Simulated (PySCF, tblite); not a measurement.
# C₆H₆NOP: geometry, infrared bands and NMR shifts

Wanted: the infrared bands and NMR shifts of C₆H₆NOP (`Cc1cncpc1C=O`), by calculation.

The runs use tblite 0.8.0 and PySCF 2.14.0, with density-fitted response routines of our own; the level of theory stands in each step. All values are computed, except where a source is named. Atoms are numbered from 0 throughout.

**1. Starting geometry**

15 atoms, charge 0, multiplicity 1; geometry from: force field or distance geometry start.

Bonds of the start (Å): C0–C1 1.52, C1–C2 1.39, C2–N3 1.37, N3–C4 1.34, C4–P5 1.82, P5–C6 1.86, C6–C7 1.49, C7–O8 1.23, C6–C1 1.40, C0–H9 1.09, C0–H10 1.10, C0–H11 1.09, C2–H12 1.09, C4–H13 1.08, C7–H14 1.11.

**2. Optimising the geometry with GFN2-xTB**

Job settings and geometry (Å):

```
{"job": {"kind": "relax", "xc": "GFN2-xTB", "basis": "xTB"}, "charge": 0, "multiplicity": 1}
C      1.084800    -1.551400    -0.210500
C      0.031100    -0.468700    -0.019500
C     -1.268400    -0.897700     0.242200
N     -2.396600    -0.143400     0.444200
C     -2.377800     1.193100     0.459500
P     -0.912500     2.227800     0.172700
C      0.357500     0.892800    -0.071400
C      1.741100     1.395100    -0.324000
O      2.710900     0.665300    -0.513100
H      1.849400    -1.478000     0.562100
H      0.639700    -2.553400    -0.131100
H      1.514500    -1.476100    -1.206400
H     -1.497700    -1.963300     0.287400
H     -3.331400     1.670100     0.632500
H      1.850900     2.496000    -0.346500
```

Command:

```sh
OMP_NUM_THREADS=1 python probes_run.py task.json out
```

One launch serves the whole session: the jobs run in the order shown.

**Question.** This job is followed by: GFN2-xTB harmonic vibrations, gas phase; GIAO PBE0/pcSseg-1 NMR shielding, non-relativistic, gas phase. Predict these results of the whole session: strongest single infrared mode (GFN2-xTB); zero-point energy (GFN2-xTB); ¹³C shifts against TMS (PBE0/pcSseg-1); ¹H shifts against TMS (PBE0/pcSseg-1, means over atoms taken as alike); ¹⁵N shifts against NH3 (PBE0/pcSseg-1); ³¹P shifts against H3PO4 (PBE0/pcSseg-1); ¹⁷O shifts against H2O (PBE0/pcSseg-1).

**Answer**, as computed:

| quantity | value |
| --- | --- |
| strongest single infrared mode (GFN2-xTB) | 1741 cm⁻¹, 384 km/mol |
| zero-point energy (GFN2-xTB) | 66.3 kcal/mol |
| ¹³C shifts against TMS (PBE0/pcSseg-1) | 201.5, 189.0, 178.0, 156.7, 144.0, 26.5 ppm |
| ¹H shifts against TMS (PBE0/pcSseg-1, means over atoms taken as alike) | 10.98, 10.67, 9.26, 3.00 ppm |
| ¹⁵N shifts against NH3 (PBE0/pcSseg-1) | 387.8 ppm |
| ³¹P shifts against H3PO4 (PBE0/pcSseg-1) | 259.9 ppm |
| ¹⁷O shifts against H2O (PBE0/pcSseg-1) | 714.6 ppm |

In words: The optimisation took 23 steps and gained 0.397 eV; among the close pairs (by a distance rule), P5–C6 changed most, from 1.859 to 1.758 Å. No mode is imaginary among the 39: a minimum at this level. The strongest single mode, at 1741 cm⁻¹, moves mainly C7 and O8. GFN2-xTB is a fitted tight-binding method: band positions and strengths are rough. Its intensities can rank the bands wrongly. C7 (aldehyde carbonyl carbon) lies farthest downfield among carbon, at 201.5 ppm; low-lying n→π* states of the double bond to the heteroatom give a large paramagnetic term (-258 ppm). At PBE0/pcSseg-1: Shielding is most anisotropic at O8 (span 1472 ppm, paramagnetic term -782 ppm). NICS(1)zz of -26 ppm above the planar ring from C1 marks a diatropic (aromatic) ring current.
